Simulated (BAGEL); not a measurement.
# One shape, several levels: quartet SiHOF2

Wanted: a comparison of 3 runs (ROHF/6-31G*, ROHF/6-311+G**, UHF/6-311+G**) of quartet SiHOF2. 

Program for the calculation: BAGEL 1.2.2.

3 further runs of the same task are left out: 2 that didn't finish, 1 set aside as unsound or not needed.

**1. The structure to begin with**

SiHOF2: 5 atoms, total charge 0, spin state quartet. SMILES of the parent species: `O[Si](F)F`. The coordinates come from a PBE0-D4/def2-TZVP relaxation. This is one conformer, not always the lowest. That shape belongs to the parent species and isn't relaxed for this state.

Bond lengths: O1–Si2 1.627 Å, Si2–F3 1.584 Å, Si2–F4 1.592 Å, O1–H5 0.959 Å. Angles: O1–Si2–F3 105.6°, O1–Si2–F4 111.0°, F3–Si2–F4 107.4°, Si2–O1–H5 118.5°.

**2. A single-point energy at ROHF/6-31G(d) (density fitting with qzvpp-jkfit, spherical functions) (run 1)**

File calc.json:

```json
{ "bagel" : [

{
  "title" : "molecule",
  "basis" : "6-31gs.json",
  "df_basis" : "qzvpp-jkfit",
  "angstrom" : true,
  "geometry" : [
    { "atom" : "O", "xyz" : [    0.144800,    1.087900,   -0.214100 ] },
    { "atom" : "Si", "xyz" : [   -0.086900,   -0.365800,    0.478600 ] },
    { "atom" : "F", "xyz" : [    1.362100,   -0.934000,    0.772500 ] },
    { "atom" : "F", "xyz" : [   -0.797000,   -1.371300,   -0.531000 ] },
    { "atom" : "H", "xyz" : [   -0.623100,    1.583200,   -0.506000 ] }
  ]
},
{ "title" : "rohf", "nopen" : 3 },
{ "title" : "print", "file" : "orbitals.molden", "orbitals" : true }

]}
```

The basis set 6-31G* is read from a file made from the Basis Set Exchange's data (not shown).

Run with:

```
BAGEL_NUM_THREADS=1 BAGEL calc.json > calc.out
```

The program printed:

```text
* using 1 threads per process

  ===============================================================
  ===============================================================

  *** Geometry ***

  { "atom" : "O", "xyz" : [      0.273632,      2.055833,     -0.404590 ] },
  { "atom" : "Si", "xyz" : [     -0.164217,     -0.691262,      0.904423 ] },
  { "atom" : "F", "xyz" : [      2.573996,     -1.765004,      1.459813 ] },
  { "atom" : "F", "xyz" : [     -1.506112,     -2.591381,     -1.003445 ] },
  { "atom" : "H", "xyz" : [     -1.177488,      2.991814,     -0.956201 ] },

  Number of auxiliary basis functions:      377

  Since a DF basis is specified, we compute 2- and 3-index integrals:
    o Being stored without compression. Storage requirement is 0.012 GB

  Number of basis functions:       62
  Number of electrons      :       41

    * METHOD: MOLECULE                             0.10

  *** Open-shell HF ***

  === Nuclear Repulsion ===
   177.1092874615

      * DIIS with orbital gradients will be used.

  === ROHF iteration (6-31gs.json) ===
      0       -562.81408584          0.05149957           0.05
      1       -562.96270215          0.03361080           0.05
      2       -563.01524179          0.02061266           0.05
[... 33 lines of this table left out ...]
     36       -563.04793227          0.00000001           0.05
    * SCF iteration converged.

    * S^2 (ROHF) is 3.7500

    * Permanent dipole moment:
           (   -0.203331,     0.045116,    -0.701641) a.u.

    * METHOD: ROHF                                 2.02

    * METHOD: PRINT                                0.01

  ===============================================================
```

It took 2.3 s on 1 thread of Arm Neoverse V2, shared host.

**3. The energy at ROHF/6-311+G(d,p) (density fitting with qzvpp-jkfit) (run 2)**

File input.json:

```json
{ "bagel": [

{
  "title": "molecule",
  "basis": "6-311+gss.json",
  "df_basis": "qzvpp-jkfit",
  "angstrom": "true",
  "geometry": [
    { "atom": "O", "xyz": [       0.144800,       1.087900,      -0.214100 ] },
    { "atom": "Si", "xyz": [      -0.086900,      -0.365800,       0.478600 ] },
    { "atom": "F", "xyz": [       1.362100,      -0.934000,       0.772500 ] },
    { "atom": "F", "xyz": [      -0.797000,      -1.371300,      -0.531000 ] },
    { "atom": "H", "xyz": [      -0.623100,       1.583200,      -0.506000 ] }
  ]
},

{
  "title": "rohf",
  "nopen": 3
},

{
  "title": "print",
  "file": "orbitals.molden",
  "orbitals": "true"
}

]}
```

The basis set 6-311+G** is read from a file made from the Basis Set Exchange's data (not shown).

Run with:

```
BAGEL_NUM_THREADS=1 BAGEL input.json > input.out
```

The program printed:

```text
* using 1 threads per process

  ===============================================================
  ===============================================================

  *** Geometry ***

  { "atom" : "O", "xyz" : [      0.273632,      2.055833,     -0.404590 ] },
  { "atom" : "Si", "xyz" : [     -0.164217,     -0.691262,      0.904423 ] },
  { "atom" : "F", "xyz" : [      2.573996,     -1.765004,      1.459813 ] },
  { "atom" : "F", "xyz" : [     -1.506112,     -2.591381,     -1.003445 ] },
  { "atom" : "H", "xyz" : [     -1.177488,      2.991814,     -0.956201 ] },

  Number of auxiliary basis functions:      377

  Since a DF basis is specified, we compute 2- and 3-index integrals:
    o Being stored without compression. Storage requirement is 0.031 GB

  Number of basis functions:      102
  Number of electrons      :       41

    * METHOD: MOLECULE                             0.13

  *** Open-shell HF ***

  === Nuclear Repulsion ===
   177.1092874615

      * DIIS with orbital gradients will be used.

  === ROHF iteration (6-311+gss.json) ===
      0       -562.79360241          0.06282256           0.10
      1       -563.01311850          0.04872357           0.10
      2       -563.11435450          0.03169299           0.10
[... 27 lines of this table left out ...]
     30       -563.19080493          0.00000001           0.10
    * SCF iteration converged.

    * S^2 (ROHF) is 3.7500

    * Permanent dipole moment:
           (   -0.663464,     0.391157,    -0.748466) a.u.

    * METHOD: ROHF                                 3.30

    * METHOD: PRINT                                0.02

  ===============================================================
```

Wall time 3.6 s (1 thread of Arm Neoverse V2, shared host).

**4. The energy at UHF/6-311+G(d,p) (density fitting with qzvpp-jkfit) (run 3)**

File calc.json:

```json
{ "bagel" : [

{
  "title" : "molecule",
  "basis" : "6-311+gss.json",
  "df_basis" : "qzvpp-jkfit",
  "angstrom" : true,
  "geometry" : [
    { "atom" : "O", "xyz" : [       0.144800,       1.087900,      -0.214100 ] },
    { "atom" : "Si", "xyz" : [      -0.086900,      -0.365800,       0.478600 ] },
    { "atom" : "F", "xyz" : [       1.362100,      -0.934000,       0.772500 ] },
    { "atom" : "F", "xyz" : [      -0.797000,      -1.371300,      -0.531000 ] },
    { "atom" : "H", "xyz" : [      -0.623100,       1.583200,      -0.506000 ] }
  ]
},

{
  "title" : "uhf",
  "nopen" : 3
},

{
  "title" : "print",
  "file" : "orbitals.molden",
  "orbitals" : true
}

]}
```

The basis set 6-311+G** is read from a file made from the Basis Set Exchange's data (not shown).

Run with:

```
BAGEL_NUM_THREADS=1 BAGEL calc.json > calc.out
```

The program printed:

```text
* using 1 threads per process

  ===============================================================
  ===============================================================

  *** Geometry ***

  { "atom" : "O", "xyz" : [      0.273632,      2.055833,     -0.404590 ] },
  { "atom" : "Si", "xyz" : [     -0.164217,     -0.691262,      0.904423 ] },
  { "atom" : "F", "xyz" : [      2.573996,     -1.765004,      1.459813 ] },
  { "atom" : "F", "xyz" : [     -1.506112,     -2.591381,     -1.003445 ] },
  { "atom" : "H", "xyz" : [     -1.177488,      2.991814,     -0.956201 ] },

  Number of auxiliary basis functions:      377

  Since a DF basis is specified, we compute 2- and 3-index integrals:
    o Being stored without compression. Storage requirement is 0.031 GB

  Number of basis functions:      102
  Number of electrons      :       41

    * METHOD: MOLECULE                             0.13

  *** Open-shell HF ***

  === Nuclear Repulsion ===
   177.1092874615

      * DIIS with orbital gradients will be used.

  === UHF iteration (6-311+gss.json) ===
      0       -562.79360241          0.06282256           0.09
      1       -563.02050644          0.04849123           0.09
      2       -563.12172772          0.03154860           0.09
[... 31 lines of this table left out ...]
     34       -563.19661235          0.00000001           0.09
    * SCF iteration converged.

    * S^2 (UHF) is 3.7578

    * Permanent dipole moment:
           (   -0.671992,     0.390264,    -0.749168) a.u.

    * METHOD: UHF                                  3.41

    * METHOD: PRINT                                0.02

  ===============================================================
```

Run time: 3.9 s. Hardware: 1 thread of Arm Neoverse V2, shared host.

**5. Overview of the runs**

| run | level | energy (Eh) | dipole moment (D) | ⟨S²⟩ | wall time |
| --- | --- | --- | --- | --- | --- |
| 1 | ROHF/6-31G* (density fitting with qzvpp-jkfit, spherical functions) | -563.047932 | 1.86 | 3.750 | 2.3 s |
| 2 | ROHF/6-311+G** (density fitting with qzvpp-jkfit) | -563.190805 | 2.73 | 3.750 | 3.6 s |
| 3 | UHF/6-311+G** (density fitting with qzvpp-jkfit) | -563.196612 | 2.74 | 3.758 | 3.9 s |

**6. What came out**

| quantity | value |
| --- | --- |
| run 3: total energy | -563.19661 Eh |
| run 3: dipole moment | 2.74 D |
| run 3: ⟨S²⟩ | 3.758 |

What this shows: The dipole moment (its size) runs from 1.86 D (ROHF/6-31G*) to 2.74 D (UHF/6-311+G**). The two ends differ in method and basis. All runs together took 9.8 s, the longest 3.9 s.
